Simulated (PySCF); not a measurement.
# HfNCl: singlet, from a bent start

Where does singlet HfNCl go from a bent start, is the end point a minimum, and what are its modes, charges and moments?

The runs use PySCF 2.14.0; PBE0, basis Hf def2-TZVP with ECP60, N def2-TZVP, Cl def2-TZVP, scalar-relativistic core potentials, no spin–orbit coupling, density fitting.

### 1 Starting geometry

3 atoms, charge 0, spin multiplicity 1.

Bond lengths: Hf1–N2 1.880 Å, Hf1–Cl3 2.510 Å. Angles: N2–Hf1–Cl3 110.0°.

Z-matrix (Å, degrees; charge 0 multiplicity 1):
```
Hf
N  1 1.8800
Cl 1 2.5100 2 110.00
```

### 2 First SCF at the start

One driver script runs all steps and calls PySCF; scf.py shows how it sets up the SCF of each step. The optimiser is the driver's own. After this first run the driver tries any further starts and a stability analysis.

scf.py reads:

```python
from pyscf import gto, scf, dft
mol = gto.M(atom='''
Hf     0.000000     0.000000     0.000000
N     -1.540000     0.000000     1.078300
Cl     2.056100     0.000000     1.439700''',
    basis={'Hf': 'def2-TZVP', 'N': 'def2-TZVP', 'Cl': 'def2-TZVP'},
    ecp={'Hf': 'def2-TZVP'},
    charge=0, spin=0)
mf = dft.RKS(mol, xc='PBE0')
mf.grids.atom_grid = (50, 194)
aux = {'Hf': 'def2-universal-JKFIT', 'N': 'def2-universal-JKFIT', 'Cl': 'def2-universal-JKFIT'}
mf = mf.density_fit(auxbasis=aux)
mf.conv_tol = 1e-08
mf.diis_space = 10
mf.max_cycle = 60
mf.init_guess = 'minao'
mf.verbose = 4
mf.kernel()
```

Started as:

```bash
OMP_NUM_THREADS=2 python axn.py task.json out
```

The runs that follow: Bent start, singlet: relaxation; Vibrations and properties at this point.

Before running it: what results should come out? Wanted: minimum; geometry; wavenumbers; dipole moment; highest occupied, lowest empty level; polar-tensor charge of Hf1; zero-point energy; atomisation energy.

**Answer**, as computed:

| quantity | value |
| --- | --- |
| minimum | singlet, Cs |
| geometry | Hf–Cl 2.380 Å, Hf–N 1.725 Å; Cl–Hf–N 108.8° |
| wavenumbers (cm⁻¹) | 189 (a'), 353 (a'), 971 (a') |
| dipole moment | 7.27 D |
| highest occupied, lowest empty level | -6.06, -3.32 eV |
| polar-tensor charge of Hf1 | +1.31 e |
| zero-point energy | 9.0 kJ/mol |
| entropy at 298.15 K | 298.1 J/(mol K) |
| atomisation energy (no zero-point energy) | 930 kJ/mol |

What this shows: The bent start keeps its Cs symmetry and ends in a minimum. The strongest infrared band lies at 971 cm⁻¹ (a', stretch). With 7.3 D the molecule is strongly polar. Other starts or spin states, not run here, may lie lower. With an element this heavy the missing spin–orbit coupling can shift these numbers.
